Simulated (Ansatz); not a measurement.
**SiSe: how energies converge with the basis set**

One table from this session's results is given with a row withheld; the runs are named, their logs left out.

Program: Ansatz 0.2.0, Gaussian basis. Level of theory: one geometry, several basis sets. These are calculated values, not measurements.

Plan: PBE0-D4/def2-SVP; ωB97M-V/def2-SVP; PBE0-D4/def2-QZVPP; ωB97M-V/def2-QZVPP; the functionals' def2-TZVPP values are taken from earlier runs.

### The geometry

An earlier PBE0-D4 in a triple-zeta def2 set relaxation fixed the geometry.

SMILES `[Si][Se]`, 2 atoms, charge 0, spin multiplicity 1.

Atoms are counted from 1 here; the program's logs count them from 0.

Bond lengths: Si1–Se2 2.062 Å.

The first run:

File in.yaml:

```yaml
crystal:
  periodic: [false, false, false]
  atoms:
    - {symbol: Si, position_ang: [0.000000, 0.000000, 0.031441]}
    - {symbol: Se, position_ang: [-0.000000, -0.000000, 2.093089]}
basis:
  gaussian: {orbitals: def2-SVP}
hamiltonian: {xc: pbe0, dispersion: d4}
output: {orbitals: {seedname: orbitals}}
```

On the command line:

```bash
> ansatz run in.yaml --threads 2 --pin off --events-out ev --progress --plain --max-ram 32768MiB --backend cpu
```

Steps of the session up to this table: PBE0-D4 in def2-SVP; ωB97M-V in def2-SVP; PBE0-D4 in def2-QZVPP; ωB97M-V in def2-QZVPP.

One of the session's tables, all rows but one given; the rest of the session is left out.

It belongs to the step «Functionals by basis». 

| functional | basis | HOMO (eV) | LUMO (eV) |
| --- | --- | --- | --- |
| PBE0-D4 | def2-SVP | -7.79 | -2.38 |
| PBE0-D4 | def2-TZVPP | -7.79 | -2.44 |
| PBE0-D4 | def2-QZVPP | -7.81 | -2.46 |
| ωB97M-V | def2-SVP | -9.76 | -0.34 |
| ωB97M-V | def2-TZVPP | ? | ? |
| ωB97M-V | def2-QZVPP | -9.81 | -0.55 |

Q: Estimate the row for ωB97M-V, def2-TZVPP from the others.

As computed: HOMO (eV): -9.79; LUMO (eV): -0.49. In the column «HOMO (eV)» it lies between ωB97M-V, def2-QZVPP (-9.81) and ωB97M-V, def2-SVP (-9.76).
